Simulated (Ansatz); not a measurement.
# C3H12GaNOSi: the cost of one run

The runs use Ansatz 0.2.0, Gaussian basis; one geometry, several basis sets.

Plan: PBE0-D4/def2-SVP; ωB97M-V/def2-SVP; PBE0-D4/def2-QZVPP; ωB97M-V/def2-QZVPP; the functionals' def2-TZVPP values are taken from earlier runs.

1 further run of the same task is left out (it didn't finish).

### 1 The relaxed structure

The geometry comes from an earlier relaxation with PBE0-D4 in a triple-zeta def2 set; it is a stationary point, not always the lowest conformer.

SMILES `CNCCO[SiH2][GaH2]`, 19 atoms, charge 0, spin multiplicity 1.

Atoms are counted from 1 here; the program's logs count them from 0.

Bond lengths: C1–N2 1.465 Å, C1–H8 1.089 Å, C1–H9 1.090 Å, C1–H10 1.096 Å, N2–C3 1.477 Å, N2–H11 1.015 Å, C3–C4 1.520 Å, C3–H12 1.093 Å, C3–H13 1.099 Å, C4–O5 1.396 Å, C4–H14 1.100 Å, C4–H15 1.095 Å, O5–Si6 1.681 Å, Si6–Ga7 2.408 Å, Si6–H16 1.503 Å, Si6–H17 1.488 Å, Ga7–H18 1.585 Å, Ga7–H19 1.582 Å. Angles: N2–C1–H8 109.0°, N2–C1–H9 109.9°, N2–C1–H10 111.6°, H8–C1–H9 107.6°, H8–C1–H10 109.7°, H9–C1–H10 108.9°, C1–N2–C3 113.5°, C1–N2–H11 108.0°, C3–N2–H11 106.8°, N2–C3–C4 115.3°, N2–C3–H12 107.4°, N2–C3–H13 109.0°, C4–C3–H12 108.6°, C4–C3–H13 107.9°, H12–C3–H13 108.3°, C3–C4–O5 114.6°, C3–C4–H14 110.3°, C3–C4–H15 106.4° and more.

### 2 PBE0-D4 in def2-SVP

Input file in.yaml:

```yaml
crystal:
  periodic: [false, false, false]
  atoms:
    - {symbol: C, position_ang: [-1.857462, -0.421509, 0.215392]}
    - {symbol: N, position_ang: [-0.535993, -0.996913, -0.044725]}
    - {symbol: C, position_ang: [0.061023, -0.549224, -1.319171]}
    - {symbol: C, position_ang: [0.395472, 0.931394, -1.396257]}
    - {symbol: O, position_ang: [1.519442, 1.311819, -0.660439]}
    - {symbol: Si, position_ang: [1.501770, 1.373276, 1.019221]}
    - {symbol: Ga, position_ang: [0.764772, -0.824202, 1.671133]}
    - {symbol: H, position_ang: [-2.305184, -0.933302, 1.065900]}
    - {symbol: H, position_ang: [-1.759122, 0.631574, 0.478086]}
    - {symbol: H, position_ang: [-2.514737, -0.510003, -0.656700]}
    - {symbol: H, position_ang: [-0.639131, -2.004534, -0.107153]}
    - {symbol: H, position_ang: [0.979147, -1.121867, -1.469839]}
    - {symbol: H, position_ang: [-0.630154, -0.783157, -2.140309]}
    - {symbol: H, position_ang: [-0.483086, 1.535800, -1.124895]}
    - {symbol: H, position_ang: [0.602409, 1.147637, -2.449711]}
    - {symbol: H, position_ang: [0.587289, 2.501302, 1.405223]}
    - {symbol: H, position_ang: [2.877566, 1.808062, 1.383382]}
    - {symbol: H, position_ang: [1.737879, -2.025129, 1.318261]}
    - {symbol: H, position_ang: [-0.301901, -1.071014, 2.812592]}
basis:
  gaussian: {orbitals: def2-SVP}
hamiltonian: {xc: pbe0, dispersion: d4}
output: {orbitals: {seedname: orbitals}}
```

On the command line:

```sh
> ansatz run in.yaml --threads 2 --pin off --events-out ev --progress --plain --max-ram 32768MiB --backend cpu
```

**Question.** How long does this run take on 2 threads of AMD EPYC 7R13, shared host, and how much memory does it need?

About 7.5 s, with a peak of 0.81 GiB.
